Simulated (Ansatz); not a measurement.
Run this with Ansatz's Python interface and show what comes out.

Input file `input.yaml`:
```yaml
crystal:
  periodic: [false, false, false]
  atoms:
    - { symbol: "N", position_ang: [0.3897, 1.4298, 1.0881] }
    - { symbol: Si, position_ang: [0.1994, 0.0404, 0.0115] }
    - { symbol: S, position_ang: [1.9933, -0.6375, -0.9058] }
    - { symbol: B, position_ang: [-1.5291, -0.6243, -0.5076] }
    - { symbol: O, position_ang: [-0.8643, 0.3989, -1.2415] }
    - { symbol: H, position_ang: [1.1012, 1.2822, 1.7601] }
    - { symbol: H, position_ang: [-0.5205, 1.5345, 1.6262] }
    - { symbol: H, position_ang: [1.4524, -1.7994, -1.367] }
    - { symbol: H, position_ang: [-2.1336, -1.6709, -0.4811] }
basis:
  gaussian: { orbitals: def2-SVP }
correlation:
  method: mp2
```

`bh4nossi_deck.py`
```python
# -*- coding: utf-8 -*-
"""BH4NOSSi through the session interface."""

import ansatz as az

session = az.Session.from_deck("input.yaml")
data = session.plan(threads=1).execute().report

print("reference energy %16.6f eV" % data["reference_energy_ev"])
print("total energy     %16.6f eV" % data["free_energy_ev"])
print("occupied orbitals outside the frozen core (up, down):", data["n_occupied"], " frozen:", data["n_frozen"], " virtual:", data["n_virtual"])
symbols = ["N", "Si", "S", "B", "O", "H", "H", "H", "H"]
print("correlation energy", round(data["free_energy_ev"] - data["reference_energy_ev"], 5), "eV")
cluster = data["correlation"].get("coupled_cluster")
if cluster:
    print("cycles", cluster["cycles"], " T1 diagnostic", round(cluster["t1_diagnostic"], 4), " largest double", round(cluster["largest_double"], 4))
```

```console
$ python bh4nossi_deck.py
reference energy    -22925.094427 eV
total energy        -22943.054509 eV
occupied orbitals outside the frozen core (up, down): [14, 14]  frozen: 13  virtual: [71, 71]
correlation energy -17.96008 eV
```

Total energies depend on the basis set; only differences at equal settings carry meaning. The geometry is a force-field or estimated start, not a minimum of this method, and the basis set is short of its limit. Timing: 1.3 s on 1 thread of AMD EPYC 9B14 (Zen 4) (shared host), peak memory 0.21 GiB.
